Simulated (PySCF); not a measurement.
# LiSe+: bond curves at several levels of theory

The task here is to estimate one member of a computed series from the others.

Computed with PySCF 2.14.0. Level: Li def2-SVPD, Se def2-SVPD, no relativity.

Set-up of the first run:

The job is set up so:

```
atoms                         : Li, Se
charge                        : 1
basis                         : Li def2-SVPD, Se def2-SVPD
Hamiltonian                   : no relativity
basis functions               : 53
electrons treated             : 36
masses in u                   : 7.0160, 79.9165
levels                        : PBE0, PBE, r²SCAN, LDA, BLYP, PBEsol, ωB97X, HF, MP2, SCS-MP2, CCSD, CCSD(T)
grid                          : 80 radial by 434 angular points
occupations                   : held fixed by the projection of orbital angular momentum
dissociation limit            : Li+ + Se, each in its ground configuration
starting distance in angstrom : 2.500
values of 2S to try           : 0, 2
```

Launch:

```
> OMP_NUM_THREADS=1 python dia.py task.json out
```

Steps of the session up to this table: Input; First curve: PBE0; Higher solutions at PBE0; PBE; r²SCAN; LDA; BLYP; PBEsol; ωB97X (range-separated hybrid); UHF (mean field); MP2 and coupled cluster.

One of the session's tables, all rows but one given; the rest of the session is left out.

```
      level  Re (Å)  ωe (cm⁻¹)  De (eV)
        UHF   2.629        306     0.84
    UHF-MP2   2.637      298.5     0.84
UHF-SCS-MP2   2.640      297.3     0.84
   UHF-CCSD   2.641      297.5     0.84
UHF-CCSD(T)   2.643      296.4     0.85
        LDA   2.565        316     0.95
        PBE   2.595        309     0.93
     PBEsol   2.592        308     0.92
       BLYP       ?          ?        ?
     r²SCAN   2.621      297.6     0.83
       PBE0   2.585        315     0.91
      ωB97X   2.636      290.7     0.82
```

**Question.** Estimate the row for BLYP.

The run gave: Re (Å): 2.604; ωe (cm⁻¹): 304; De (eV): 0.92. In the column «Re (Å)» it lies between PBE (2.595) and r²SCAN (2.621).

De is counted to Li+ + Se in their ground configurations.
